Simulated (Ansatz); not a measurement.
## BrHMg, SMILES [MgH][Br]: an active-space calculation, step by step

With Ansatz 0.2.0 through its Python package.

Typed at the interpreter:
```pycon
>>> import ansatz as az
>>> from ase import Atoms
>>> atoms = Atoms(['Mg', 'Br', 'H'], positions=[
...     [-0.1821, -0.0105, -0.1092],
...     [1.9834, -0.3726, 1.0478],
...     [-1.8122, 0.3183, -0.9518],
... ])
>>> mol = az.Crystal.molecule_from_ase(atoms)
>>> base = (
...     mol.calculation()
...     .basis(gaussian='def2-SVP')
...     .correlation(active_electrons=4, active_orbitals=4)
... )
>>> for method in [None]:
...     report = (base if method is None else base.correlation(method)).run(threads=1, pin='off').report
...     space = report['configurations']
...     state = space['states'][0]
...     print(method or 'casscf', f'total {report["free_energy_ev"] / 27.211386246:.6f} Ha, active-space state {state["energy"]["hartree"]:.6f} Ha, mean field {report["reference_energy_ev"] / 27.211386246:.6f} Ha')
...     print('  determinants', state['n_determinants'], ' natural occupations', [round(n, 3) for n in space['natural_occupations']])
...
casscf total -2772.306104 Ha, active-space state -2772.306104 Ha, mean field -2772.280351 Ha
  determinants 36  natural occupations [1.988, 1.955, 0.045, 0.011]
```

What to keep in mind:
- Total energies depend on the basis set; only differences at equal settings carry meaning.
- The geometry is a force-field or estimated start, not a minimum of this method, and the basis set is short of its limit. The active space starts as a window about the frontier orbitals and is then optimised, not chosen by chemistry.
- Timing: 4 s on 1 thread of Arm Neoverse V1, on a shared host, peak memory 0.18 GiB.
